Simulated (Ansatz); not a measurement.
**Ti (Titanium): how the settings move a single-point run**

Question: which choices in the input matter for Ti (Titanium)?

Program: Ansatz 0.2.0. Level of theory: reference: DFT, PBE, PAW with Ansatz's default frozen-core files, scalar-relativistic. These are calculated values, not measurements.

## Step 1: The structure to begin with

The structure is hexagonal, space group P6_3/mmc (No. 194). Conventional cell: a = 2.950 Å, b = 2.950 Å, c = 4.680 Å, α = 90.00°, β = 90.00°, γ = 120.00°. Ti (site symmetry -6m2) is surrounded by 12 Ti at 2.89 to 2.95 Å.

Structure file:

```
CELL_PARAMETERS angstrom
2.95000 0.00000 0.00000
-1.47500 2.55477 0.00000
0.00000 0.00000 4.68000
ATOMIC_POSITIONS crystal
Ti 0.33333 0.66667 0.25000
Ti 0.66667 0.33333 0.75000
```

## Step 2: Baseline

input.yaml

```yaml
crystal:
  lattice:
    - [2.95, 0.0, 0.0]
    - [-1.475, 2.5547749412, 0.0]
    - [0.0, 0.0, 4.68]
  atoms:
    - { symbol: Ti, position: [0.3333333333, 0.6666666667, 0.25], spin: 1.0 }
    - { symbol: Ti, position: [0.6666666667, 0.3333333333, 0.75], spin: 1.0 }
magnetization:
  spin_polarized: true
kpoints:
  mp_grid: { grid: [13, 13, 7] }
scf:
  occupations: { method: fermi_dirac, width: 0.05 }
  lower_state_search: "off"
hamiltonian:
  xc: pbe
  pseudopotentials: { kind: paw }
output:
  forces: true
  stress: true
  eigenvalues: true
  populations: true
  dos: { projected: true, de: 0.1, e_range: [-8, 5] }
  write_density: true
  write_potential: true
  elf: true
  volumetric_format: npy
```

On the command line:

```sh
> ansatz run input.yaml --threads 1 --pin off --max-ram 3072MiB --backend cpu --events-out ev --progress --plain --runs-dir out
```

## Step 3: Again, with lower_state_search light

Changes to input.yaml since step 2:

```diff
@@ -14,3 +14,3 @@
   occupations: { method: fermi_dirac, width: 0.05 }
-  lower_state_search: "off"
+  lower_state_search: light
 hamiltonian:
@@ -22,4 +22,2 @@
   eigenvalues: true
-  populations: true
-  dos: { projected: true, de: 0.1, e_range: [-8, 5] }
   write_density: true
```

Q: Predict the outcome of this session. Wanted: for each run, ending; energy change; pressure; gap; force.

**Answer**, as computed:

```csv
run,ending,energy change,pressure (GPa),gap (eV),force (eV/Å),cycles,time
reference,converged,0,-1.5,0.00,0.00,16,21 s
1: lower_state_search light,converged,0.0 meV/atom,-1.5,0.00,0.00,10,14 s
```

Times don't compare one to one where runs were asked for different outputs or read a saved state (see the inputs); cycles may leave out searches for a lower state.

Residual by cycle in the longest SCF loop of each run; runs are numbered as in the table. The quantity is the density residual dr2, in eV.

```csv
cycle,reference,run 1
1,1.17,1.3
2,0.46,0.518
4,0.00385,4.3e-4
5,7.2e-5,7.5e-5
6,4.7e-6,8.8e-7
8,3.9e-6,7.9e-10
9,4.5e-6,2.1e-11
11,7.3e-6,-
12,1.4e-5,-
13,4.5e-8,-
15,4.4e-11,-
16,4.1e-12,-
```

What this shows: The changed input (search for lower states) leaves the energy the same to the digits printed.
